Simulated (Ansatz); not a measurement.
# HW8C8F: the cost of one run

All numbers below are computed with Ansatz 0.2.0 (DFT PBE+D3(BJ), plane waves, PAW, scalar-relativistic, no spin polarisation).

## (1) The starting structure

The cell holds 18 atoms (C8HFW8): a = 5.797 Å, b = 5.797 Å, c = 18.243 Å, α = 90.00°, β = 90.00°, γ = 120.00°.

Its coordinates follow in the input file.

## (2) Dynamics

200 steps of 1.5 fs at constant energy.

Contents of input.yaml:

```yaml
crystal:
  lattice:
    - [5.7968, 0.0, 0.0]
    - [-2.8984, 5.020176, 0.0]
    - [0.0, 0.0, 18.2432]
  atoms:
    - { symbol: W, position: [0.0, 0.0, 0.0548149] }
    - { symbol: C, position: [0.3333333, 0.1666667, 0.1323452] }
    - { symbol: W, position: [0.0, 0.0, 0.2098755] }
    - { symbol: C, position: [0.3333333, 0.1666667, 0.2874057] }
    - { symbol: W, position: [0.0, 0.5, 0.0548149] }
    - { symbol: C, position: [0.3333333, 0.6666667, 0.1323452] }
    - { symbol: W, position: [0.0, 0.5, 0.2098755] }
    - { symbol: C, position: [0.3333333, 0.6666667, 0.2874057] }
    - { symbol: W, position: [0.5, 0.0, 0.0548149] }
    - { symbol: C, position: [0.8333333, 0.1666667, 0.1323452] }
    - { symbol: W, position: [0.5, 0.0, 0.2098755] }
    - { symbol: C, position: [0.8333333, 0.1666667, 0.2874057] }
    - { symbol: W, position: [0.5, 0.5, 0.0548149] }
    - { symbol: C, position: [0.8333333, 0.6666667, 0.1323452] }
    - { symbol: W, position: [0.5, 0.5, 0.2098755] }
    - { symbol: C, position: [0.8333333, 0.6666667, 0.2874057] }
    - { symbol: F, position: [0.0684709, 0.1562415, 0.5172534] }
    - { symbol: H, position: [0.1764893, 0.3231672, 0.5391793] }
basis:
  ecutwfc: 420.0
kpoints:
  mp_grid: { grid: [2, 2, 1] }
hamiltonian:
  xc: pbe
  dispersion: d3bj
  pseudopotentials: { kind: paw, azcp: { folder: soft_1 } }
scf:
  occupations: { method: fermi_dirac, width: 0.1 }
  lower_state_search: "off"
  max_iter: 96
md:
  timestep: 1.5
  n_steps: 200
  ensemble: nve
  initial_velocities: zero
  seed: 543905
  initial_site_velocities:
    - { site: 16, velocity: [0.013009, 0.0, -0.035743] }
    - { site: 17, velocity: [0.013009, 0.0, -0.035743] }
  constraints: [{ sites: [0, 4, 8, 12] }]
```

Run with:

```console
ansatz run input.yaml --threads 2 --pin off --max-ram 5120MiB --backend cpu --events-out ev --progress --plain --runs-dir out
```

**Question.** How long does this run take on 2 threads of Arm Neoverse V1, shared host, and how much memory does it need?

About 20 min, with a peak of 1.1 GiB.
